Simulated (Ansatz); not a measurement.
Geometry optimisation, DFT r2SCAN-D3(BJ), scalar-relativistic, plane waves, PAW in Ansatz 0.2.0.

input.yaml

```yaml
crystal:
  lattice:
    - [-4.1773, -4.1773, 0.0]
    - [4.1773, -4.1773, 0.0]
    - [0.0, 0.0, 5.331]
  atoms:
    - { symbol: Si, position: [0.5, 0.5, 0.0] }
    - { symbol: Si, position: [0.0, 0.5, 0.25] }
    - { symbol: O, position: [0.19392, 0.5, 0.0] }
    - { symbol: O, position: [0.0, 0.19392, 0.25] }
    - { symbol: O, position: [0.80608, 0.5, 0.0] }
    - { symbol: O, position: [0.0, 0.80608, 0.25] }
    - { symbol: Si, position: [0.5, 0.5, 0.5] }
    - { symbol: Si, position: [0.0, 0.5, 0.75] }
    - { symbol: O, position: [0.19392, 0.5, 0.5] }
    - { symbol: O, position: [0.0, 0.19392, 0.75] }
    - { symbol: O, position: [0.80608, 0.5, 0.5] }
    - { symbol: O, position: [0.0, 0.80608, 0.75] }
    - { symbol: Si, position: [0.0, 0.0, 0.0] }
    - { symbol: Si, position: [0.5, 0.0, 0.25] }
    - { symbol: O, position: [0.69392, 0.0, 0.0] }
    - { symbol: O, position: [0.5, 0.69392, 0.25] }
    - { symbol: O, position: [0.30608, 0.0, 0.0] }
    - { symbol: O, position: [0.5, 0.30608, 0.25] }
    - { symbol: Si, position: [0.0, 0.0, 0.5] }
    - { symbol: Si, position: [0.5, 0.0, 0.75] }
    - { symbol: O, position: [0.69392, 0.0, 0.5] }
    - { symbol: O, position: [0.5, 0.69392, 0.75] }
    - { symbol: O, position: [0.30608, 0.0, 0.5] }
    - { symbol: O, position: [0.5, 0.30608, 0.75] }
    - { symbol: Ti, position: [0.7429277, 0.7636281, 0.1192028] }
basis:
  ecutwfc: 500.0
kpoints:
  mp_grid: { grid: [2, 2, 2] }
hamiltonian:
  xc: r2scan
  dispersion: d3bj
  pseudopotentials: { kind: paw, azcp: { folder: soft_1 } }
scf:
  occupations: { method: fermi_dirac, width: 0.02 }
  lower_state_search: "off"
relax:
  f_tol: 0.03
  max_steps: 60
  adjacent_minimum: "off"
```

Launched with:

```bash
$ ansatz run input.yaml --threads 2 --pin off --max-ram 5120MiB --backend cpu --events-out ev --progress --plain --runs-dir out
```

Q: Where does it end, and by what steps?

A: The run converged. Limits of this set-up: coarse k mesh, a small cell, in which the defect meets its images. After 14 steps the energy has fallen by 12.948 eV; O15 moved furthest, 0.70 Å. The start is strongly strained (largest force component 15 eV/Å), so its close contacts needn't be bonds. Parted: O11–Ti25 (2.59 → 3.10 Å).

```
step  energy less start (eV)  largest force component (eV/Å)  accepted
   0                  0.0000                          15.189       yes
   1                 -7.5164                           7.192       yes
   2                -10.4682                           2.674       yes
   3                -11.3821                           0.679       yes
   4                -11.4881                           0.502       yes
   5                -12.2227                           1.584       yes
   6                -12.2614                           2.281       yes
   7                -12.5938                           0.978       yes
   8                -12.0924                           4.053        no
   9                -12.8819                           0.574       yes
  10                -12.9101                           0.366       yes
  11                -12.9409                           0.293       yes
  12                -12.9473                           0.079       yes
  13                -12.9474                           0.102       yes
  14                -12.9482                           0.025       yes
```

```xyz
25
Lattice="-4.1773 -4.1773 0.0000 4.1773 -4.1773 0.0000 0.0000 0.0000 5.3310" Properties=species:S:1:pos:R:3
Si 0.004 -4.002 0.059
Si 1.997 -2.066 1.462
O 1.291 -2.854 0.048
O 0.743 -0.888 1.418
O -1.396 -5.343 0.050
O 3.173 -3.256 1.586
Si -0.012 -4.148 2.728
Si 2.067 -2.085 4.005
O 1.254 -2.919 2.744
O 0.697 -0.979 3.883
O -1.349 -5.324 2.733
O 3.362 -3.254 3.978
Si 0.143 -0.295 -0.055
Si -1.989 -2.041 1.332
O -2.569 -3.341 -0.437
O 0.721 -4.815 1.413
O -1.245 -1.262 -0.046
O -0.802 -3.248 1.372
Si -0.055 0.085 2.684
Si -2.011 -2.148 3.938
O -2.914 -2.915 2.640
O 0.772 -5.056 4.110
O -1.348 -1.206 2.676
O -0.634 -3.261 3.983
Ti 0.186 -6.510 0.312
```

The run took 3 min on 2 threads of Arm Neoverse V2, with other jobs on the host, peak memory 0.88 GiB.
